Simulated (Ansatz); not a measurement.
Cl₂H₂InN, SMILES [NH2][In]([Cl])[Cl], energies of removing a hydrogen

With Ansatz 0.2.0 through its Python package.

At the Python prompt:
```pycon
>>> import ansatz as az
>>> params = {
...     "basis_set": "def2-TZVP",
...     "functional": "r2scan0",
... }
>>> def total_energy(molecule, charge=0, unpaired=0):
...     calc = molecule.calculation().basis(gaussian=params["basis_set"]).functional(params["functional"])
...     if charge:
...         calc = calc.charge(charge)
...     if unpaired:
...         calc = calc.spin("collinear", total=unpaired)
...     return calc.run(threads=1, pin="off").report["free_energy_ev"]
...
>>> def without(molecule, index):
...     rest = az.Crystal.molecule()
...     for i, site in enumerate(molecule.cartesian_sites):
...         if i != index:
...             rest = rest.atom(site.symbol, site.position_ang)
...     return rest
...
>>> system = (
...     az.Crystal.molecule()
...     .atom("N", (-0.4273, 0.8814, -0.5606))
...     .atom("In", (0.452, -0.7878, -0.0324))
...     .atom("Cl", (-0.442, -1.6821, -1.6519))
...     .atom("Cl", (1.055, -0.7947, 2.2581))
...     .atom("H", (0.47, 1.2925, -0.3437))
...     .atom("H", (-1.0655, 1.0267, 0.2842))
... )
>>> whole = total_energy(system, 0)
>>> hydrogen = total_energy(az.Crystal.molecule().atom("H", (0, 0, 0)), 0, 1)
>>> print(f"E(molecule) = {whole:.5f} eV, E(H) = {hydrogen:.5f} eV")
E(molecule) = -31741.90697 eV, E(H) = -13.60215 eV
>>> for index in [5]:
...     radical = total_energy(without(system, index), 0, 1)
...     print(f"H{index}: homolysis {(radical + hydrogen - whole):.3f} eV")
...
H5: homolysis 4.425 eV
```

Reading the output:
- Total energies depend on the basis set; only differences at equal settings carry meaning.
- The geometry is a force-field or estimated start, not a minimum of this method, and the basis set is short of its limit. All parts are taken at fixed geometry, without zero-point energy.
- def2 sets replace the cores of elements past krypton by effective core potentials.
- The spin-orbit lowering of heavy atoms is left out.
- Hardware and time: 17 s on 1 thread of Intel(R) Xeon(R) Platinum 8559C (Emerald Rapids) (shared host), peak memory 0.61 GiB.
